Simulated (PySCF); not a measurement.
F2CClH, in a box:

```
F C Cl H
1.0
    12.00000    0.00000    0.00000
     0.00000   11.00000    0.00000
     0.00000    0.00000   11.00000
F C Cl H
2 1 1 1
Direct
  0.53211 0.43836 0.59396
  0.59922 0.42220 0.41222
  0.53798 0.49215 0.48542
  0.40295 0.50900 0.42459
  0.57625 0.58162 0.49428
```

Base run:

```yaml
Program: PySCF 2.14.0
Functional: B97-D
Dispersion: D3(BJ)
Potentials_or_basis: pob-tzvp-rev2 (all-electron)
k_mesh: 1 × 1 × 1
Occupations: fixed
Spin: no spin polarisation
```

Its results: gap between the frontier levels 7.88 eV.

Task: The run is repeated on the same cell with these changes: functional from B97-D to HCTH407. What comes out?

Result: Gap between the frontier levels 7.93 eV.

Caveats: this is a molecule in a periodic box at the Γ point, so its band gap is the HOMO-LUMO gap; the basis of atomic orbitals isn't converged, which shifts pressures, moduli and gaps; this basis is made for solids and lacks diffuse functions, so gaps of a molecule come out too wide by an eV or more.

A k mesh can miss the band edges.

Not every run made on this cell is shown here.
